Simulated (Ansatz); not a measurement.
# BaTiO3, space group P4mm: a scan of the Hubbard U

With the Python package of Ansatz (0.2.0).

Run as a notebook:

```python
import ansatz as az
import numpy as np
```

```python
FUNCTIONAL = "pbe"
```

```python
def count_gap(report):
    # lowest empty less highest filled band, counting bands; zero where they overlap
    return max(report.get("gap_by_band_count_ev") or 0.0, 0.0)
```

```python
xtal = (
    az.Lattice.of((3.9998, 0.0, 0.0), (0.0, 3.9998, 0.0), (0.0, 0.0, 4.018))
    .atom("Ba", (0.0, 0.0, 0.0))
    .atom("Ti", (0.5, 0.5, 0.49))
    .atom("O", (0.5, 0.5, 0.019))
    .atom("O", (0.5, 0.0, 0.517))
    .atom("O", (0.0, 0.5, 0.517))
)

xtal.resolved().sites[-1]
```

    Site(symbol='O', position=(0.0, 0.5, 0.517), moment=None, axis=None, held=None, saved=None)

```python
job = (
    xtal.calculation()
    .kpoints(6)
    .functional(FUNCTIONAL)
    .occupations(az.OccupationsMethod.FIXED)
    .band_table()
)
rows = []
for u in [1.0, 3.0, 5.0, 7.0]:
    r = job.hubbard("Ti", "d", u_eff=u).run().report
    shell = r["hubbard"]["n_scf"]
    rows.append((u, count_gap(r), sum(shell) / len(shell), r["n_iterations"]))
for row in rows:
    print("; ".join(f"{name} = {round(v, 4) if isinstance(v, float) else v}" for name, v in zip(["U_eff eV", "gap by band count eV", "Ti d occupation (projector)", "iterations"], row)))
print("eigenvalues of the first occupation matrix at the last U, by spin:")
for channel in r["hubbard"]["n_eig"][0]:
    print("  ", " ".join(f"{n:.3f}" for n in channel))
```

    DeckWarning: basis.ecutwfc = 420 eV, auto-derived from the records' recommended cutoffs: set by Ba (normal level)
    U_eff eV = 1.0; gap by band count eV = 1.9382; Ti d occupation (projector) = 2.3252; iterations = 9
    U_eff eV = 3.0; gap by band count eV = 2.1696; Ti d occupation (projector) = 2.2375; iterations = 10
    U_eff eV = 5.0; gap by band count eV = 2.4436; Ti d occupation (projector) = 2.1449; iterations = 10
    U_eff eV = 7.0; gap by band count eV = 2.7711; Ti d occupation (projector) = 2.0476; iterations = 9
    eigenvalues of the first occupation matrix at the last U, by spin:
       0.145 0.152 0.152 0.285 0.289

From U = 1 to 7 eV the gap on the mesh goes from 1.94 eV to 2.77 eV.

No spin polarisation was allowed. Semilocal gaps usually lie well under measured ones. Under fixed occupations the level called the Fermi level is the highest filled one on the SCF mesh; off the mesh a filled band can lie a little above it. Of the deposited cell: the entry's cell lengths or inner coordinates differ somewhat from later room-temperature determinations. The structure is a deposited one; some such entries were measured under pressure or heat, so a shift against it needn't be the functional's error alone. Levels are Kohn-Sham eigenvalues on this mesh, without spin-orbit coupling. Warnings are shown shortened and without file and line. Shell occupations and the effect of U depend on the projectors; a run with no .spin step is spin-unpolarised, and each U may end in a state that isn't the lowest. It ran for 38 s on 1 thread of Arm Neoverse V1, on a shared host, peak memory 0.47 GiB.
